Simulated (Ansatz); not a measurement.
# CH3Ga (triplet): the correlation ladder at a displaced geometry (v1), cc-pVDZ

Aim: climb from Hartree-Fock through coupled cluster for CH3Ga (triplet) at one geometry and basis, and see what each rung misses.

Method: cc-pVDZ, core rule «outside noble gas», up to 15 orbitals frozen; program: Ansatz 0.2.0, Gaussian basis.

Plan: UHF; CCSD(T) on ROHF; CCSD(T) on UHF; BCCD(T) on ROHF; CISD; CCSDT(Q) on ROHF; CCSDT(Q) on UHF.

27 further runs of the same task are left out: 1 for a known fault of the program, 11 that didn't finish, 15 set aside as unsound or not needed.

## 1. What is computed

The geometry is a PBE0/def2-TZVP stationary point (not a proven minimum) with its atoms shifted at random (size 0.040 Å). No spin-orbit coupling is included. The filled d shell of Ga may be among the frozen orbitals whatever the setting's name suggests; the logs give the count.

5 atoms, charge 0, spin multiplicity 3.

Atoms are counted from 1 here; the program's logs count them from 0.

Bond lengths: C1–Ga2 1.969 Å, C1–H3 1.104 Å, C1–H4 1.090 Å, Ga2–H5 1.646 Å. Angles: Ga2–C1–H3 119.7°, Ga2–C1–H4 121.4°, H3–C1–H4 119.0°, C1–Ga2–H5 120.6°.

Coordinates:

| atom | x (Å) | y (Å) | z (Å) |
| --- | --- | --- | --- |
| C1 | 0.0020 | 0.0960 | 1.6367 |
| Ga2 | 0.0011 | -0.0398 | -0.3271 |
| H3 | 0.0491 | 1.0898 | 2.1158 |
| H4 | -0.0537 | -0.7918 | 2.2666 |
| H5 | -0.0961 | 1.3122 | -1.2603 |

## 2. UHF

Contents of in.yaml:

```yaml
crystal:
  periodic: [false, false, false]
  atoms:
    - {symbol: C, position_ang: [0.001952, 0.096021, 1.636729]}
    - {symbol: Ga, position_ang: [0.001119, -0.039820, -0.327083]}
    - {symbol: H, position_ang: [0.049083, 1.089837, 2.115768]}
    - {symbol: H, position_ang: [-0.053694, -0.791753, 2.266638]}
    - {symbol: H, position_ang: [-0.096078, 1.312204, -1.260251]}
basis:
  gaussian: {orbitals: cc-pVDZ}
magnetization: {spin_polarized: true, initial_magnetization: 2}
hamiltonian: {xc: hf}
output: {orbitals: {seedname: orbitals}}
```

Command:

```console
> ansatz run in.yaml --threads 1 --pin off --events-out ev --progress --plain --max-ram 2393MiB
```

After this run come: CCSD(T) on ROHF; CCSD(T) on UHF; BCCD(T) on ROHF; CISD; CCSDT(Q) on ROHF; CCSDT(Q) on UHF.

Q: Predict the results of all the runs planned. Wanted: UCCSDT(Q) below the RHF energy; RMP2 from UCCSDT(Q); UMP2 from UCCSDT(Q); RCCSD from UCCSDT(Q); RCCSD(T) from UCCSDT(Q); UCCSD(T) from UCCSDT(Q); RCCSDT(Q) from UCCSDT(Q); T1 diagnostic.

The runs gave:

```
                         quantity                                                   value
   UCCSDT(Q) below the RHF energy                                              -5.6442 eV
              RMP2 from UCCSDT(Q)                                         +23.64 kcal/mol
              UMP2 from UCCSDT(Q)                                         +23.70 kcal/mol
             RCCSD from UCCSDT(Q)                                          +3.98 kcal/mol
          RCCSD(T) from UCCSDT(Q)                                          +0.91 kcal/mol
          UCCSD(T) from UCCSDT(Q)                                          +0.75 kcal/mol
         RCCSDT(Q) from UCCSDT(Q)                                          +0.17 kcal/mol
levels within 1 kcal/mol (43 meV)  RCCSD(T), UCCSD(T), BCCD(T), RCCSDT, UCCSDT, RCCSDT(Q)
                    T1 diagnostic                                                   0.019
```

What this shows: RCCSD(T) misses by +0.91 kcal/mol, 0.7 % of the correlation energy. These misses are within one basis, not against nature; the frozen cores of restricted and unrestricted runs differ, which can shift their rows.
